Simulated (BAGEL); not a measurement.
# C2H4O2Si (SMILES C=C1O[SiH2]O1): levels of theory compared

Wanted: a comparison of 4 runs (B3LYP/6-31G*, B3LYP/cc-pVDZ, PBE0/cc-pVDZ, RI-MP2/cc-pVDZ) of C2H4O2Si. 

The calculation is run with BAGEL 1.2.2.

## (1) The structure to begin with

The species is C2H4O2Si (9 atoms), meant as a singlet with charge 0. SMILES: `C=C1O[SiH2]O1`. The coordinates come from a PBE0-D4/def2-TZVP relaxation.

Bond lengths: C1–C2 1.319 Å, C2–O3 1.381 Å, O3–Si4 1.676 Å, C2–O5 1.381 Å, Si4–O5 1.676 Å, C1–H6 1.079 Å, C1–H7 1.079 Å, Si4–H8 1.478 Å, Si4–H9 1.478 Å. Some angles: C1–C2–O3 128.1°, C1–C2–O5 128.1°, O3–C2–O5 103.9°, C2–O3–Si4 87.6°, O3–Si4–O5 80.9°, C2–O5–Si4 87.6°, C2–C1–H6 119.7°, C2–C1–H7 119.7°, O3–Si4–H8 115.3°, O3–Si4–H9 115.3°.

## (2) The energy at B3LYP/6-31G(d) (density fitting with qzvpp-jkfit, spherical functions) (run 1)

File job.json:

```json
{ "bagel" : [

{
  "title" : "molecule",
  "basis" : "6-31gs.json",
  "df_basis" : "qzvpp-jkfit",
  "angstrom" : true,
  "geometry" : [
    { "atom" : "C", "xyz" : [       0.527300,       1.358500,      -1.129600 ] },
    { "atom" : "C", "xyz" : [       0.157300,       0.383100,      -0.322900 ] },
    { "atom" : "O", "xyz" : [      -0.585200,       0.473600,       0.838200 ] },
    { "atom" : "Si", "xyz" : [      -0.440000,      -1.190500,       0.978300 ] },
    { "atom" : "O", "xyz" : [       0.421700,      -0.967300,      -0.442100 ] },
    { "atom" : "H", "xyz" : [       0.243100,       2.374800,      -0.904500 ] },
    { "atom" : "H", "xyz" : [       1.111300,       1.132600,      -2.008400 ] },
    { "atom" : "H", "xyz" : [      -1.701100,      -1.949600,       0.840800 ] },
    { "atom" : "H", "xyz" : [       0.354100,      -1.661500,       2.132900 ] }
  ]
},

{ "title" : "ks", "xc_func" : "b3lyp" },

{ "title" : "print", "file" : "orbitals.molden", "orbitals" : true }

]}
```

The basis set 6-31G* is read from a file made from the Basis Set Exchange's data (not shown).

Started as:

```bash
BAGEL_NUM_THREADS=1 BAGEL job.json > job.out
```

Standard output:

```text
* using 1 threads per process

  ===============================================================
  ===============================================================

  *** Geometry ***

  { "atom" : "C", "xyz" : [      0.996453,      2.567193,     -2.134635 ] },
  { "atom" : "C", "xyz" : [      0.297254,      0.723954,     -0.610193 ] },
  { "atom" : "O", "xyz" : [     -1.105868,      0.894974,      1.583968 ] },
[... 5 lines of this table left out ...]
  { "atom" : "H", "xyz" : [      0.669152,     -3.139780,      4.030597 ] },

  Number of auxiliary basis functions:      504

  Since a DF basis is specified, we compute 2- and 3-index integrals:
    o Being stored without compression. Storage requirement is 0.027 GB

  Number of basis functions:       82
  Number of electrons      :       46

    * METHOD: MOLECULE                             0.45

  *** Kohn-Sham DFT ***

    * Removing 17617 points whose weight is below 1.00e-10
    * Grid points: 116537

  === Nuclear Repulsion ===
   231.1289581710

       - DIIS with orbital gradients will be used.

  === KS iteration (b3lyp / 6-31gs.json) ===
      0       -477.38377178          0.14715370           0.59
      1       -445.05750085          0.14541706           0.57
      2       -476.26843431          0.17196069           0.57
[... 23 lines of this table left out ...]
     26       -518.56419643          0.00000001           0.56
    * SCF iteration converged.

    * Permanent dipole moment:
           (    0.222154,     0.585039,    -0.483709) a.u.

    * METHOD: KS                                  16.20

    * METHOD: PRINT                                0.02

  ===============================================================
```

Run time: 17 s. Hardware: 1 thread of Arm Neoverse N1, shared host; peak memory 0.46 GiB.

## (3) A single-point energy at B3LYP/cc-pVDZ (density fitting with qzvpp-jkfit) (run 2)

File job.json:

```json
{ "bagel": [

{
  "title": "molecule",
  "basis": "cc-pvdz.json",
  "df_basis": "qzvpp-jkfit",
  "angstrom": true,
  "geometry": [
    { "atom": "C", "xyz": [    0.527300,    1.358500,   -1.129600 ] },
    { "atom": "C", "xyz": [    0.157300,    0.383100,   -0.322900 ] },
    { "atom": "O", "xyz": [   -0.585200,    0.473600,    0.838200 ] },
    { "atom": "Si", "xyz": [   -0.440000,   -1.190500,    0.978300 ] },
    { "atom": "O", "xyz": [    0.421700,   -0.967300,   -0.442100 ] },
    { "atom": "H", "xyz": [    0.243100,    2.374800,   -0.904500 ] },
    { "atom": "H", "xyz": [    1.111300,    1.132600,   -2.008400 ] },
    { "atom": "H", "xyz": [   -1.701100,   -1.949600,    0.840800 ] },
    { "atom": "H", "xyz": [    0.354100,   -1.661500,    2.132900 ] }
  ]
},
{
  "title": "ks",
  "xc_func": "b3lyp"
},
{
  "title": "print",
  "file": "orbitals.molden",
  "orbitals": true
}

]}
```

The basis set cc-pVDZ is read from a file made from the Basis Set Exchange's data (not shown).

Started as:

```bash
BAGEL_NUM_THREADS=1 BAGEL job.json > job.out
```

Standard output:

```text
* using 1 threads per process

  ===============================================================
  ===============================================================

  *** Geometry ***

  { "atom" : "C", "xyz" : [      0.996453,      2.567193,     -2.134635 ] },
  { "atom" : "C", "xyz" : [      0.297254,      0.723954,     -0.610193 ] },
  { "atom" : "O", "xyz" : [     -1.105868,      0.894974,      1.583968 ] },
[... 5 lines of this table left out ...]
  { "atom" : "H", "xyz" : [      0.669152,     -3.139780,      4.030597 ] },

  Number of auxiliary basis functions:      504

  Since a DF basis is specified, we compute 2- and 3-index integrals:
    o Being stored without compression. Storage requirement is 0.036 GB

  Number of basis functions:       94
  Number of electrons      :       46

    * METHOD: MOLECULE                             0.46

  *** Kohn-Sham DFT ***

    * Removing 17617 points whose weight is below 1.00e-10
    * Grid points: 116537

  === Nuclear Repulsion ===
   231.1289581710

       - DIIS with orbital gradients will be used.

  === KS iteration (b3lyp / cc-pvdz.json) ===
      0       -477.64801476          0.11763590           0.70
      1       -437.58166188          0.13694351           0.67
      2       -477.15321302          0.14470790           0.67
[... 19 lines of this table left out ...]
     22       -518.58806888          0.00000000           0.67
    * SCF iteration converged.

    * Permanent dipole moment:
           (    0.226250,     0.595839,    -0.492636) a.u.

    * METHOD: KS                                  16.76

    * METHOD: PRINT                                0.03

  ===============================================================
```

It took 17 s on 1 thread of Arm Neoverse N1, shared host; peak memory 0.51 GiB.

Run 3 isn't shown in full; the table further down has it.

## (4) A single-point energy at RI-MP2/cc-pVDZ (density fitting with qzvpp-jkfit) (run 4)

File calc.json:

```json
{ "bagel": [

{
  "title": "molecule",
  "basis": "cc-pvdz.json",
  "df_basis": "qzvpp-jkfit",
  "angstrom": true,
  "geometry": [
    { "atom": "C", "xyz": [       0.527300,       1.358500,      -1.129600 ] },
    { "atom": "C", "xyz": [       0.157300,       0.383100,      -0.322900 ] },
    { "atom": "O", "xyz": [      -0.585200,       0.473600,       0.838200 ] },
    { "atom": "Si", "xyz": [      -0.440000,      -1.190500,       0.978300 ] },
    { "atom": "O", "xyz": [       0.421700,      -0.967300,      -0.442100 ] },
    { "atom": "H", "xyz": [       0.243100,       2.374800,      -0.904500 ] },
    { "atom": "H", "xyz": [       1.111300,       1.132600,      -2.008400 ] },
    { "atom": "H", "xyz": [      -1.701100,      -1.949600,       0.840800 ] },
    { "atom": "H", "xyz": [       0.354100,      -1.661500,       2.132900 ] }
  ]
},

{ "title": "hf" },

{ "title": "mp2", "ncore": 9 }

]}
```

The basis set cc-pVDZ is read from a file made from the Basis Set Exchange's data (not shown).

Started as:

```bash
BAGEL_NUM_THREADS=1 BAGEL calc.json > calc.out
```

Standard output:

```text
* using 1 threads per process

  ===============================================================
  ===============================================================

  *** Geometry ***

  { "atom" : "C", "xyz" : [      0.996453,      2.567193,     -2.134635 ] },
  { "atom" : "C", "xyz" : [      0.297254,      0.723954,     -0.610193 ] },
  { "atom" : "O", "xyz" : [     -1.105868,      0.894974,      1.583968 ] },
[... 5 lines of this table left out ...]
  { "atom" : "H", "xyz" : [      0.669152,     -3.139780,      4.030597 ] },

[... 23 lines left out ...]
    * SCF iteration converged.
[... 1 line left out ...]
    * Permanent dipole moment:
[... 2 lines left out ...]
    * METHOD: HF                                   1.98

  *** RHF ***

  === Nuclear Repulsion ===
   231.1289581710

      * DIIS with orbital gradients will be used.

  === RHF iteration (cc-pvdz.json) ===
      0       -516.74438617          0.00000000           0.12
    * SCF iteration converged.

    * Permanent dipole moment:
           (    0.242848,     0.639546,    -0.528773) a.u.

  === DF-MP2 calculation ===

    * freezing 9 orbitals
    * 3-index integral transformation done
    * assembly done

      MP2 correlation energy:   -0.7139564784      0.09

      MP2 total energy:       -517.4583426444

    * METHOD: MP2                                  0.37

  ===============================================================
```

It took 3 s on 1 thread of Arm Neoverse N1, shared host; peak memory 0.14 GiB.

## (5) All runs side by side

```tsv
run	level	frozen core orbitals	energy (Eh)	dipole moment (D)	HOMO energy (eV)	LUMO energy (eV)	wall time
1	B3LYP/6-31G* (density fitting with qzvpp-jkfit, spherical functions)	–	-518.564196	2.01	-6.09	-0.77	17 s
2	B3LYP/cc-pVDZ (density fitting with qzvpp-jkfit)	–	-518.588069	2.05	-6.20	-0.79	17 s
3	PBE0/cc-pVDZ (density fitting with qzvpp-jkfit)	–	-518.198329	2.05	-6.47	-0.59	16 s
4	RI-MP2/cc-pVDZ (density fitting with qzvpp-jkfit)	9	-517.458343	–	–	–	3 s
```

## (6) Results

| quantity | value |
| --- | --- |
| run 4: total energy | -517.45834 Eh |
| run 4: correlation energy (9 core orbitals frozen) | -714.0 mEh |

What this shows: Over runs 1, 2, 3 the dipole moment (its size) runs from 2.01 D (B3LYP/6-31G*) to 2.05 D (PBE0/cc-pVDZ). The two ends differ in method and basis. Over runs 1, 2, 3 the HOMO–LUMO gap runs from 5.31 eV (B3LYP/6-31G*) to 5.88 eV (PBE0/cc-pVDZ). Totals of different functionals can't be ranked against each other. All runs together took 53 s, the longest 17 s.
